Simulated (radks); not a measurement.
# Zr³⁺ in [Ar] 3d10 4s2 4p5 4d2: an all-electron calculation

The task here is to estimate one member of a computed series from the others.

Program: radks (a radial shooting solver on a logarithmic mesh, Libxc functionals) version 1. Level of theory: Dirac Kohn-Sham, PBE, spin-unpolarised, spherical densities, finite nucleus; open shells fill j = l - 1/2 first. These are calculated values, not measurements, unless marked.

## The atom as given

| Item | Value |
| --- | --- |
| element | zirconium (Z = 40) |
| charge | +3 |
| electrons | 37 |
| configuration | [Ar] 3d10 4s2 4p5 4d2 |
| nuclear rms radius | 4.2694 fm |

The first run:

Input:

```text
Z 40
configuration [Ar] 3d10 4s2 4p5 4d2
relativity Dirac
functional pbe,pbe
spin unpolarised
j_filling energy
nucleus finite rms 4.2694 fm
c 137.035999084
```

Launch:

```console
python run_ks.py task.json out
```

All runs below come from this command, one after another.

One of the session's tables, all rows but one given; the rest of the session is left out.

It belongs to the step «Shells». From the orbitals of this run (lengths in bohr):

```
level      <r>  outermost maximum (interpolated)  90 % within  nodes
1s1/2  0.03707                            0.0241       0.0664      0
2s1/2   0.1623                             0.137        0.251      1
2p1/2        ?                                 ?            ?      ?
2p3/2   0.1430                             0.111        0.233      0
3s1/2   0.4581                             0.408        0.678      2
3p1/2   0.4547                             0.396        0.689      1
3p3/2   0.4652                             0.405        0.704      1
3d3/2   0.4499                             0.346        0.724      0
3d5/2   0.4535                             0.349        0.729      0
4s1/2    1.195                              1.07         1.74      3
4p1/2    1.311                              1.15         1.93      2
4p3/2    1.338                              1.17         1.97      2
4d3/2    1.788                              1.47         2.75      1
4d5/2    1.799                              1.48         2.77      1
```

Estimate the missing values for 2p1/2.

**Answer.** <r>: 0.1387; outermost maximum (interpolated): 0.107; 90 % within: 0.227; nodes: 0. In the column «<r>» it lies between 1s1/2 (0.03707) and 2p3/2 (0.1430).
